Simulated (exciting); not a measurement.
# NaLa (P-6m2) in exciting: further runs

Aim: see how the results for NaLa move with the level of theory and the settings. Levels: PBE, RPBE. Tasks: single point.

Everything below comes from runs of exciting (release sodium). Logs are shortened: lines on timing, memory, paths and dates and some standing lists are left out, and cuts for length are marked.

### Step 1. The structure

Symmetry: P-6m2, No. 187, hexagonal system. The conventional cell has a = 3.606 Å, b = 3.606 Å, c = 6.484 Å, α = 90.00°, β = 90.00°, γ = 120.00°. La (site symmetry -6m2) has 6 La at 3.61 Å and 6 Na at 3.85 Å as nearest neighbours. Na (site symmetry -6m2) is surrounded by 6 Na at 3.61 Å and 6 La at 3.85 Å.

The cell comes from a database or a generator and needn't be the stable form of this composition.

### Step 2. Single point, PBE

File input.xml:

```xml
<input>
  <title>NaLa</title>
  <structure speciespath="./" tshift="false">
    <crystal scale="1">
      <basevect>6.814826289564 0.000000000000 0.000000000000</basevect>
      <basevect>-3.407413144688 5.901812689119 0.000000000000</basevect>
      <basevect>0.000000000000 0.000000000000 12.252572231778</basevect>
    </crystal>
    <species speciesfile="La.xml" rmt="2.3">
      <atom coord="0.333333333300 0.666666666700 0.500000000000"/>
    </species>
    <species speciesfile="Na.xml" rmt="2">
      <atom coord="0.000000000000 0.000000000000 0.000000000000"/>
    </species>
  </structure>
  <groundstate do="fromscratch" ngridk="9 9 4" rgkmax="8.3" gmaxvr="14" lmaxapw="10" lmaxmat="10" lmaxvr="8" xctype="GGA_PBE" stype="Gaussian" swidth="0.00183747" nempty="16" ValenceRelativity="iora*" epsengy="1e-05" epspot="1e-05" maxscl="60" tforce="true" outputlevel="normal"/>
  <properties>
    <chargedensityplot>
      <plot3d>
        <box grid="19 19 33">
          <origin coord="0 0 0"/>
          <point coord="1 0 0"/>
          <point coord="0 1 0"/>
          <point coord="0 0 1"/>
        </box>
      </plot3d>
    </chargedensityplot>
    <elfplot>
      <plot3d>
        <box grid="19 19 33">
          <origin coord="0 0 0"/>
          <point coord="1 0 0"/>
          <point coord="0 1 0"/>
          <point coord="0 0 1"/>
        </box>
      </plot3d>
    </elfplot>
    <exccplot>
      <plot3d>
        <box grid="19 19 33">
          <origin coord="0 0 0"/>
          <point coord="1 0 0"/>
          <point coord="0 1 0"/>
          <point coord="0 0 1"/>
        </box>
      </plot3d>
    </exccplot>
  </properties>
</input>
```

Potentials or basis: all-electron LAPW+lo, shipped species files, valence relativity iora*.

Launch:

```
$ OMP_NUM_THREADS=1 exciting_smp
```

INFO.OUT:

```text
================================================================================
EXCITING SODIUM started
[... 10 lines left out ...]

 Lattice vectors (cartesian) :
      6.8148262896      0.0000000000      0.0000000000
     -3.4074131447      5.9018126891      0.0000000000
      0.0000000000      0.0000000000     12.2525722318

 Reciprocal lattice vectors (cartesian) :
      0.9219875959      0.5323097867     -0.0000000000
      0.0000000000      1.0646195734      0.0000000000
      0.0000000000     -0.0000000000      0.5128054084

 Unit cell volume                           :     492.7963510265
 Brillouin zone volume                      :       0.5033523745

 Species :    1 (La)
     parameters loaded from                 :    La.xml
     name                                   :    lanthanum
     nuclear charge                         :     -57.00000000
     electronic charge                      :      57.00000000
     atomic mass                            :  253209.23640000
     muffin-tin radius                      :       2.30000000
     # of radial points in muffin-tin       :     450

     atomic positions (lattice) :
       1 :   0.33333333  0.66666667  0.50000000

 Species :    2 (Na)
     parameters loaded from                 :    Na.xml
     name                                   :    sodium
     nuclear charge                         :     -11.00000000
     electronic charge                      :      11.00000000
     atomic mass                            :   41907.78700000
     muffin-tin radius                      :       2.00000000
     # of radial points in muffin-tin       :     300

     atomic positions (lattice) :
       1 :   0.00000000  0.00000000  0.00000000

 Total number of atoms per unit cell        :       2

 Spin treatment                             :    spin-unpolarised

 Number of Bravais lattice symmetries       :      24
 Number of crystal symmetries               :      12

 k-point grid                               :       9    9    4
 Total number of k-points                   :      57
 k-point set is reduced with crystal symmetries

 R^MT_min * |G+k|_max (rgkmax)              :       8.30000000
 Species with R^MT_min                      :       2 (Na)
 Maximum |G+k| for APW functions            :       4.15000000
 Maximum |G| for potential and density      :      14.00000000

 G-vector grid sizes                        :      32    32    60
 Total number of G-vectors                  :   22891

 Maximum angular momentum used for
     APW functions                          :      10
     computing H and O matrix elements      :      10
     potential and density                  :       8
     inner part of muffin-tin               :       2

 Total nuclear charge                       :     -68.00000000
 Total electronic charge                    :      68.00000000
 Total core charge                          :      48.00000000
 Total valence charge                       :      20.00000000

 Number of empty states                     :      16
 Total number of valence states             :      27

 Maximum Hamiltonian size                   :     627
 Maximum number of plane-waves              :     606
 Total number of local-orbitals             :      21

 Exchange-correlation type                  :      20
     Perdew-Burke-Ernzerhof, Phys. Rev. Lett. 77, 3865 (1996)
     Generalised gradient approximation (GGA)

 Smearing scheme                            :    Gaussian
 Smearing width                             :       0.00183747

[... 17 lines left out ...]
+ SCF iteration number :    1                                                  +
++++++++++++++++++++++++++++++++++++++++++++++++++++++++++++++++++++++++++++++++
 Total energy                               :     -8669.57466087
 _______________________________________________________________
 Fermi energy                               :         0.15709935
 Kinetic energy                             :      9248.30231767
 Coulomb energy                             :    -17699.25214136
 Exchange energy                            :      -215.09683278
 Correlation energy                         :        -3.52800440

 DOS at Fermi energy (states/Ha/cell)       :        30.29568084

 Electron charges :
     core                                   :        48.00000000
     core leakage                           :         0.00325850
     valence                                :        20.00000000
     interstitial                           :         4.64293039
     charge in muffin-tin spheres :
                  atom     1    La          :        53.43423686
                  atom     2    Na          :         9.92283275
     total charge in muffin-tins            :        63.35706961
     total charge                           :        68.00000000

++++++++++++++++++++++++++++++++++++++++++++++++++++++++++++++++++++++++++++++++
+ SCF iteration number :    2                                                  +
++++++++++++++++++++++++++++++++++++++++++++++++++++++++++++++++++++++++++++++++
 Total energy                               :     -8659.68882311
 _______________________________________________________________
 Fermi energy                               :         0.18172959
 Kinetic energy                             :      9256.47954300
 Coulomb energy                             :    -17697.69096893
 Exchange energy                            :      -214.95300060
 Correlation energy                         :        -3.52439658

 DOS at Fermi energy (states/Ha/cell)       :        74.02870746

 Electron charges :
     core                                   :        48.00000000
     core leakage                           :         0.00328843
     valence                                :        20.00000000
     interstitial                           :         4.79166385
     charge in muffin-tin spheres :
                  atom     1    La          :        53.25264261
                  atom     2    Na          :         9.95569353
     total charge in muffin-tins            :        63.20833615
     total charge                           :        68.00000000
[... 470 lines left out ...]
++++++++++++++++++++++++++++++++++++++++++++++++++++++++++++++++++++++++++++++++
+ SCF iteration number :   19                                                  +
++++++++++++++++++++++++++++++++++++++++++++++++++++++++++++++++++++++++++++++++
 Total energy                               :     -8660.08373775
 _______________________________________________________________
 Fermi energy                               :         0.18811569
 Kinetic energy                             :      9256.14608071
 Coulomb energy                             :    -17697.73943864
 Exchange energy                            :      -214.96602398
 Correlation energy                         :        -3.52435584

 DOS at Fermi energy (states/Ha/cell)       :       109.54530234

 Electron charges :
     core                                   :        48.00000000
     core leakage                           :         0.00324799
     valence                                :        20.00000000
     interstitial                           :         4.76952011
     charge in muffin-tin spheres :
                  atom     1    La          :        53.27166952
                  atom     2    Na          :         9.95881037
     total charge in muffin-tins            :        63.23047989
     total charge                           :        68.00000000

 RMS change in effective potential (target) :  0.348624E-08  ( 0.100000E-04)
 Absolute change in total energy   (target) :  0.661003E-07  ( 0.100000E-04)
 Charge distance                   (target) :  0.173254E-08  ( 0.100000E-04)
 Abs. change in max-nonIBS-force   (target) :   0.00000      ( 0.500000E-04)

++++++++++++++++++++++++++++++++++++++++++++++++++++++++++++++++++++++++++++++++
| Convergency criteria checked for the last 2 iterations                       +
| Convergence targets achieved. Performing final SCF iteration                 +
++++++++++++++++++++++++++++++++++++++++++++++++++++++++++++++++++++++++++++++++
 Total energy                               :     -8660.08373905
 _______________________________________________________________
 Fermi energy                               :         0.18811569
 Kinetic energy                             :      9256.14607990
 Coulomb energy                             :    -17697.73943909
 Exchange energy                            :      -214.96602401
 Correlation energy                         :        -3.52435584

 DOS at Fermi energy (states/Ha/cell)       :       109.54531227

 Electron charges :
     core                                   :        48.00000000
     core leakage                           :         0.00324799
     valence                                :        20.00000000
     interstitial                           :         4.76952010
     charge in muffin-tin spheres :
                  atom     1    La          :        53.27166954
                  atom     2    Na          :         9.95881036
     total charge in muffin-tins            :        63.23047990
     total charge                           :        68.00000000

++++++++++++++++++++++++++++++++++++++++++++++++++++++++++++++++++++++++++++++++
+ Self-consistent loop stopped                                                 +
++++++++++++++++++++++++++++++++++++++++++++++++++++++++++++++++++++++++++++++++
 STATE.OUT is written

--------------------------------------------------------------------------------
- Writing atomic positions and forces                                          -
--------------------------------------------------------------------------------

 Atomic positions (lattice) :
 atom     1  La  :     0.33333333    0.66666667    0.50000000
 atom     2  Na  :     0.00000000    0.00000000    0.00000000

 Total atomic forces including IBS (cartesian) :
 atom     1  La  :     0.00000000    0.00000000    0.00000000
 atom     2  Na  :    -0.00000000    0.00000000    0.00000000

 Atomic force components including IBS (cartesian) :
 atom     1  La  :    -0.00000000    0.00000000    0.00000000   HF force
                 :    -0.00000000    0.00000000    0.00000000   core correction
                 :    -0.00000000    0.00000000    0.00000000   IBS correction
 atom     2  Na  :     0.00000000   -0.00000000    0.00000000   HF force
                 :     0.00000000   -0.00000000    0.00000000   core correction
                 :     0.00000000    0.00000000    0.00000000   IBS correction

********************************************************************************
* Groundstate module stopped                                                   *
********************************************************************************

================================================================================
| EXCITING SODIUM stopped                                                      =
================================================================================
```

Run time: 11 min. Hardware: 1 thread of Arm Neoverse V1, shared host; peak memory 0.16 GiB.

Results:

```yaml
Free_energy: -235652.8886 eV
Band_gap_on_the_k_mesh: none (metal or under the smearing width)
All_electrons_inside_the_program's_atomic_spheres: La 53.27; Na 9.96 (radii La 2.3, Na 2.0 bohr)
```

Levels at points of the mesh, in eV from the Fermi level:
```
           k point  band 6  band 7  band 8  band 9  band 10  band 11  band 12  band 13  band 14  band 15
(0.00, 0.00, 0.00)  -16.88  -16.01  -16.01   -3.29    -1.23     0.76     1.08     1.61     1.63     1.63
(0.00, 0.00, 0.50)  -16.89  -16.01  -16.01   -2.36    -2.04     0.01     1.08     1.33     1.62     1.62
```

Caveat: the log's total energy holds no entropy term; the free energy is that total less TS from the occupations. Spin-orbit coupling is left out, which matters for the levels of La.

### Step 3. Single point, RPBE

File input.xml:

```xml
<input>
  <title>NaLa</title>
  <structure speciespath="./" tshift="false">
    <crystal scale="1">
      <basevect>6.814826289564 0.000000000000 0.000000000000</basevect>
      <basevect>-3.407413144688 5.901812689119 0.000000000000</basevect>
      <basevect>0.000000000000 0.000000000000 12.252572231778</basevect>
    </crystal>
    <species speciesfile="La.xml" rmt="2.3">
      <atom coord="0.333333333300 0.666666666700 0.500000000000"/>
    </species>
    <species speciesfile="Na.xml" rmt="2">
      <atom coord="0.000000000000 0.000000000000 0.000000000000"/>
    </species>
  </structure>
  <groundstate do="fromscratch" ngridk="9 9 4" rgkmax="8.3" gmaxvr="14" lmaxapw="10" lmaxmat="10" lmaxvr="8" stype="Gaussian" swidth="0.00183747" nempty="16" ValenceRelativity="iora*" epsengy="1e-05" epspot="1e-05" maxscl="60" tforce="true" outputlevel="high">
    <libxc exchange="XC_GGA_X_RPBE" correlation="XC_GGA_C_PBE"/>
  </groundstate>
</input>
```

Potentials or basis: all-electron LAPW+lo, shipped species files, valence relativity iora*.

Launch:

```
$ OMP_NUM_THREADS=1 exciting_smp
```

INFO.OUT:

```text
================================================================================
EXCITING SODIUM started
All units are atomic (Hartree, Bohr, etc.)
================================================================================

********************************************************************************
* Ground-state run starting from atomic densities                              *
********************************************************************************

++++++++++++++++++++++++++++++++++++++++++++++++++++++++++++++++++++++++++++++++
+ Starting initialization                                                      +
[... 898 lines left out ...]

 Atomic positions (lattice) :
 atom     1  La  :     0.33333333    0.66666667    0.50000000
 atom     2  Na  :     0.00000000    0.00000000    0.00000000

 Total atomic forces including IBS (cartesian) :
 atom     1  La  :     0.00000000   -0.00000000    0.00000000
 atom     2  Na  :    -0.00000000    0.00000000    0.00000000

 Atomic force components including IBS (cartesian) :
 atom     1  La  :     0.00000000   -0.00000000    0.00000000   HF force
                 :    -0.00000000    0.00000000    0.00000000   core correction
                 :     0.00000000   -0.00000000    0.00000000   IBS correction
 atom     2  Na  :    -0.00000000    0.00000000    0.00000000   HF force
                 :     0.00000000   -0.00000000    0.00000000   core correction
                 :    -0.00000000    0.00000000    0.00000000   IBS correction

********************************************************************************
* Groundstate module stopped                                                   *
********************************************************************************

================================================================================
| EXCITING SODIUM stopped                                                      =
================================================================================
```

LINENGY.OUT:

```text
Species :    1 (La), atom :    1
 APW functions :
  l =  0, order =  1 :  -0.9487500000
  l =  1, order =  1 :  -0.2262500000
  l =  2, order =  1 :   0.2625000000
  l =  3, order =  1 :   0.1500000000
  l =  3, order =  2 :   0.1500000000
  l =  4, order =  1 :   0.1500000000
[... 11 lines left out ...]
  l = 10, order =  1 :   0.1500000000
  l = 10, order =  2 :   0.1500000000
[... 21 lines left out ...]
  l =  3, order =  2 :   0.1500000000
[... 12 lines left out ...]
  l = 10, order =  1 :   0.1500000000
  l = 10, order =  2 :   0.1500000000
 local-orbital functions :
  l.o. =  1, l =  0, order =  1 :   0.8075000000
  l.o. =  1, l =  0, order =  2 :   0.8075000000
  l.o. =  2, l =  1, order =  1 :  -0.7012500000
  l.o. =  2, l =  1, order =  2 :  -0.7012500000
  l.o. =  3, l =  0, order =  1 :   0.8075000000
  l.o. =  3, l =  0, order =  2 :   0.8075000000
  l.o. =  3, l =  0, order =  3 :   -1.742600000
  l.o. =  4, l =  1, order =  1 :  -0.7012500000
  l.o. =  4, l =  1, order =  2 :  -0.7012500000
  l.o. =  4, l =  1, order =  3 :  -0.6987000000
```

Wall time 11 min (1 thread of Arm Neoverse V1, shared host); peak memory 0.16 GiB.

Results:

- Free energy: -235665.2347 eV
- Band gap on the k mesh: none (metal or under the smearing width)
- All electrons inside the program's atomic spheres: La 53.28; Na 9.96 (radii La 2.3, Na 2.0 bohr)

Caveat: the log's total energy holds no entropy term; the free energy is that total less TS from the occupations. Spin-orbit coupling is left out, which matters for the levels of La.
